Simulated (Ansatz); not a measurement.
# C6HCl2O4 (charge -1): geometry optimisation in Python

What geometry does C6HCl2O4 (charge -1) take? Aim: a geometry optimisation, for C6HCl2O4 (charge -1), run from a script.

Program: the Python package of Ansatz 0.2.0. Level of theory: PBE0/def2-SVP. These are calculated values, not measurements.

## 1. Starting point

Bond lengths: O1–C2 1.234 Å, C2–C3 1.491 Å, C3–Cl4 1.737 Å, C3–C5 1.333 Å, C5–O6 1.393 Å, C5–C7 1.474 Å, C7–O8 1.233 Å, C7–C9 1.479 Å, C9–Cl10 1.750 Å, C2–C11 1.544 Å, C9–C11 1.353 Å, C11–O12 1.268 Å, O6–H13 0.982 Å. Angles (14 of 19 angles, heavy atoms first): O1–C2–C3 118.4°, O1–C2–C11 123.1°, C3–C2–C11 118.5°, C2–C3–Cl4 117.1°, C2–C3–C5 122.4°, Cl4–C3–C5 120.5°, C3–C5–O6 123.3°, C3–C5–C7 120.3°, O6–C5–C7 116.4°, C5–C7–O8 116.9°, C5–C7–C9 118.1°, O8–C7–C9 125.0°, C7–C9–Cl10 113.7°, C7–C9–C11 124.9°.

The script holds or builds the structure itself.

## 2. The code

opt_c6hcl2o4.py

```python
"""Geometry optimisation of C6HCl2O4(-)."""

import itertools

import ansatz as az
from ase.data import atomic_numbers, covalent_radii
import numpy as np
import pandas as pd

geometry_ang = [
    ("O", (-0.8743, 2.7255, -0.2056)),
    ("C", (-0.6167, 1.5225, -0.112)),
    ("C", (0.8139, 1.1008, -0.1092)),
    ("Cl", (2.009, 2.355, -0.2396)),
    ("C", (1.1827, -0.1767, -0.0119)),
    ("O", (2.5123, -0.5906, -0.0075)),
    ("C", (0.1659, -1.2378, 0.0986)),
    ("O", (0.5767, -2.3973, 0.1852)),
    ("C", (-1.2585, -0.8397, 0.0976)),
    ("Cl", (-2.3669, -2.1877, 0.2338)),
    ("C", (-1.7055, 0.4339, 0.0024)),
    ("O", (-2.8997, 0.86, -0.0061)),
    ("H", (2.4611, -1.5679, 0.0744)),
]
geometry = az.Crystal.molecule()
for symbol, xyz in geometry_ang:
    geometry = geometry.atom(symbol, xyz)

setup = (
    geometry.calculation()
    .basis(gaussian="def2-SVP")  # the orbital basis, by name
    .functional("pbe0")
    .charge(-1)  # electrons removed from the neutral system
)
symbols = [site.symbol for site in geometry.cartesian_sites]
start = np.array([site.position_ang for site in geometry.cartesian_sites], dtype=float)
rep = setup.relax(force_tolerance=0.02, max_steps=100).run(threads=1, backend="cpu").report
end = np.array(rep["positions_ang"])

for key in ("converged", "free_energy_ev", "reference_energy_ev", "n_frozen", "n_occupied", "n_virtual"):
    print(f"{key:22s} {rep[key]}")

# pairs closer than 1.2 times the sum of covalent radii, before or after
radius = [covalent_radii[atomic_numbers[s]] for s in symbols]
span = lambda where, i, j: np.linalg.norm(where[i] - where[j])
bonded = [(i, j) for i, j in itertools.combinations(range(len(symbols)), 2) if min(span(start, i, j), span(end, i, j)) < 1.2 * (radius[i] + radius[j])]
print("pair        before    after (A)")
for i, j in bonded:
    print(f"{symbols[i]}{i}-{symbols[j]}{j}".ljust(10), f"{span(start, i, j):8.4f} {span(end, i, j):8.4f}")
for first, second in list(itertools.combinations(bonded, 2)):
    shared = set(first) & set(second)
    if shared and symbols[(j := shared.pop())] != "H":
        i, k = sorted((set(first) | set(second)) - {j})
        u, v = end[i] - end[j], end[k] - end[j]
        angle = np.degrees(np.arccos(np.clip(u @ v / np.linalg.norm(u) / np.linalg.norm(v), -1, 1)))
        print(f"final angle {symbols[i]}{i}-{symbols[j]}{j}-{symbols[k]}{k}: {angle:.2f} deg")

charges = rep["charge_distribution"]
table = pd.DataFrame({"atom": symbols, "mulliken": charges["mulliken_charges_e"], "lowdin": charges["lowdin_charges_e"]})
print(table.round(3).to_string())
print("dipole (e A):", np.round(charges["dipole_moment_e_ang"], 4) + 0.0)
with open("c6hcl2o4_opt.xyz", "w") as handle:
    handle.write(f"{len(symbols)}\nrelaxed C6HCl2O4(-)\n")
    handle.writelines(f"{s:2s} {x:11.6f} {y:11.6f} {z:11.6f}\n" for s, (x, y, z) in zip(symbols, end))
```

## 3. The input behind the calls

The engine receives this input:

```yaml
crystal:
  periodic: [false, false, false]
  atoms:
    - { symbol: O, position_ang: [-0.8743, 2.7255, -0.2056] }
    - { symbol: C, position_ang: [-0.6167, 1.5225, -0.112] }
    - { symbol: C, position_ang: [0.8139, 1.1008, -0.1092] }
    - { symbol: Cl, position_ang: [2.009, 2.355, -0.2396] }
    - { symbol: C, position_ang: [1.1827, -0.1767, -0.0119] }
    - { symbol: O, position_ang: [2.5123, -0.5906, -0.0075] }
    - { symbol: C, position_ang: [0.1659, -1.2378, 0.0986] }
    - { symbol: O, position_ang: [0.5767, -2.3973, 0.1852] }
    - { symbol: C, position_ang: [-1.2585, -0.8397, 0.0976] }
    - { symbol: Cl, position_ang: [-2.3669, -2.1877, 0.2338] }
    - { symbol: C, position_ang: [-1.7055, 0.4339, 0.0024] }
    - { symbol: O, position_ang: [-2.8997, 0.86, -0.0061] }
    - { symbol: H, position_ang: [2.4611, -1.5679, 0.0744] }
basis:
  gaussian:
    orbitals: def2-SVP
hamiltonian:
  xc: pbe0
total_charge: -1.0
relax:
  f_tol: 0.02
  max_steps: 100
```

## 4. Launch

On the command line:

```sh
$ python opt_c6hcl2o4.py
```

**Question.** What results will this script give? Wanted: total energy; moves of the relaxation; energy gained; last largest force component.

The runs gave:

| quantity | value |
| --- | --- |
| total energy | -39430.5092 eV |
| moves of the relaxation | 7 |
| energy gained | 0.572 eV |
| last largest force component | 0.0115 eV/Å |

**Reading.** After 7 moves the largest shift is 0.318 Å, of atom 13 (H). Notes:
- The end point is the stationary point reached from this start; no frequency run checks that it is a minimum, and the basis set is modest.
- The Löwdin charges here are taken after orthogonalising the functions within each atom; they differ from plain Löwdin charges, and their signs can be unphysical.
- An ion's dipole depends on the origin; the program takes it about the centre of nuclear charge.
- Anions want diffuse functions, which this basis lacks. The dipole of an ion depends on the origin.
